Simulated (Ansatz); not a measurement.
Below is the output of a Python script on the Python package of Ansatz (0.2.0) that makes a check of PAW against all-electron LAPW of TiZn3, space group Pm-3m. Write a script that gives it. Use (first run): LDA, PAW, the default cutoff (420 eV here), 7×7×7 k-points, Methfessel-Paxton smearing of 0.02 eV.

```
Ti Zn
1.0
     3.93220    0.00000    0.00000
     0.00000    3.93220    0.00000
     0.00000    0.00000    3.93220
Ti Zn
1 3
Direct
  0.00000 0.00000 0.00000
  0.00000 0.50000 0.50000
  0.50000 0.00000 0.50000
  0.50000 0.50000 0.00000
```

```console
$ python paw_lapw_tizn3.py
DeckWarning: basis.ecutwfc = 420 eV, auto-derived from the records' recommended cutoffs: set by Ti (normal level)
DeckWarning: output.stress: scf.convergence.dr2_threshold = 1e-7 eV (the SCF's general default) is looser than the 4e-10 eV advised for a printed stress (1e-10 eV for each atom of the cell: 4). What [...]
PAW levels at the first k-point near E_F: [-0.775 -0.775  0.24   0.24   0.24   1.47   1.47   1.47 ]
LAPW levels at the first k-point near E_F: [-0.776 -0.776  0.241  0.241  0.241  1.47   1.47   1.47 ]
| treatment   |   electrons in bands |   P GPa |   gap by band count eV |
|-------------|----------------------|---------|------------------------|
| PAW         |              48.0000 | -9.9100 |                 0.0000 |
| LAPW        |              72.0000 | -9.9209 |                 0.0000 |
```
(Warnings from the package without file and line, shortened.)

The script that was run (others could print the same):

The script, `paw_lapw_tizn3.py`:
```python
"""Checking the PAW result for TiZn3 with LAPW."""

import ansatz as az
from ase import Atoms
import numpy as np
from tabulate import tabulate


def count_gap(report):
    # lowest empty less highest filled band, counting bands; zero where they overlap
    return max(report.get("gap_by_band_count_ev") or 0.0, 0.0)

atoms = Atoms(
    ["Ti", "Zn", "Zn", "Zn"],
    scaled_positions=[
        (0.0, 0.0, 0.0),
        (0.0, 0.5, 0.5),
        (0.5, 0.0, 0.5),
        (0.5, 0.5, 0.0),
    ],
    cell=[
        (3.9322, 0.0, 0.0),
        (0.0, 3.9322, 0.0),
        (0.0, 0.0, 3.9322),
    ],
    pbc=True,
)
structure = az.Crystal.from_ase(atoms)

calculation = (
    structure.calculation()
    .kpoints(7, 7, 7)
    .occupations("methfessel_paxton", width=20 * az.meV)
    .functional("LDA")
    .scf(tolerance=1e-07)
    .stress()
    .forces()
    .band_table()
)
variants = {
    "PAW": calculation.pseudopotentials("paw"),
    "LAPW": calculation.pseudopotentials("all_electron", lapw=True),
}
# totals differ by the cores that each treatment holds, so compare what does not depend on them
rows = []
for label, variant in variants.items():
    report = variant.run().report
    levels = np.array(report["eigenvalues_ev"][0]) - report["fermi_energy_ev"]
    print(label, "levels at the first k-point near E_F:", np.round(levels[np.abs(levels) < 5], 3))
    rows.append((label, report["n_electrons"], np.trace(report["stress_gpa"]) / 3, count_gap(report)))
print(tabulate(rows, headers=["treatment", "electrons in bands", "P GPa", "gap by band count eV"], floatfmt=".4f", tablefmt="github"))
```

PAW gives -9.910 GPa and LAPW -9.921 GPa, 0.011 GPa apart. They took 2.3 and 27.3 s of processor time.

What to keep in mind:
- These settings explore the input space; cutoff and mesh may be short of convergence.
- The run is spin-unpolarised.
- The computed bands are complete only to about 3.7 eV above the Fermi level.
- For a metal this k-point mesh is coarse: on a finer one energies can move by several to tens of meV an atom and pressures by half a GPa or more, differences at one mesh by less.
- A gap by band count of zero or less means overlapping bands, a metal.
- At these settings the cell as given stands under about -10 GPa, so it isn't at this functional's equilibrium volume.
- The starting cell is as deposited in a crystallographic database; the results hold for this polymorph, which needn't be the stable one.
- Levels are Kohn-Sham eigenvalues on this mesh.
- Pressure is positive in compression; the treatments may keep other shells as core, so totals and counts of electrons can differ.
- Processor time in the engine: 30 s on 1 thread of Intel(R) Xeon(R) Processor @ 2.30GHz, with other jobs on the host, peak memory 0.78 GiB.

(A comment or docstring line of the script was reworded after the run, the code is as it ran.)
